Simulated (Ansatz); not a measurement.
# Ba3C: the cost of one run

Program: Ansatz 0.2.0. Level of theory: DFT PBE, scalar-relativistic, plane waves, PAW. These are calculated values, not measurements.

3 further runs of the same task are left out: 3 set aside as unsound or not needed.

### Step 1. The structure to begin with

Symmetry: Pm-3m, No. 221, cubic system. The conventional cell has a = 4.902 Å, b = 4.902 Å, c = 4.902 Å, α = 90.00°, β = 90.00°, γ = 90.00°. Around Ba (site symmetry 4/mmm) lie 8 Ba at 3.47 Å and 4 C at 3.47 Å. Around C (site symmetry m-3m) lie 12 Ba at 3.47 Å.

Structure file:

```
CELL_PARAMETERS angstrom
4.90236 0.00000 0.00000
0.00000 4.90236 0.00000
0.00000 0.00000 4.90236
ATOMIC_POSITIONS crystal
Ba 0.00000 0.50000 0.50000
Ba 0.50000 0.00000 0.50000
Ba 0.50000 0.50000 0.00000
C 0.00000 0.00000 0.00000
```

This is candidate A: Cu3Au (L1_2) type (Pm-3m, No. 221).

(A quick probe on a coarse mesh, which set the mesh and smearing, is not shown.)

### Step 3. Relaxing cell and atoms (candidate A)

Contents of input.yaml:

```yaml
crystal:
  lattice:
    - [4.9023637003, 0.0, 0.0]
    - [0.0, 4.9023637003, 0.0]
    - [0.0, 0.0, 4.9023637003]
  atoms:
    - { symbol: Ba, position: [0.0, 0.5, 0.5] }
    - { symbol: Ba, position: [0.5, 0.0, 0.5] }
    - { symbol: Ba, position: [0.5, 0.5, 0.0] }
    - { symbol: C, position: [0.0, 0.0, 0.0] }
basis:
  ecutwfc: 420
kpoints:
  mp_grid: { grid: [10, 10, 10] }
hamiltonian:
  xc: pbe
scf:
  occupations: { method: gaussian, width: 0.1 }
output:
  forces: true
  stress: true
  eigenvalues: true
relax:
  adjacent_minimum: "off"
  f_tol: 0.01
  max_steps: 80
  cell: { stress_tol: 0.05 }
```

Command:

```bash
ansatz run input.yaml --threads 1 --pin off --max-ram 2560MiB --backend cpu --events-out ev --progress --plain --runs-dir out
```

**Question.** How long does this run take on 1 thread of Arm Neoverse V1, shared host, and how much memory does it need?

About 56 s, with a peak of 0.44 GiB.
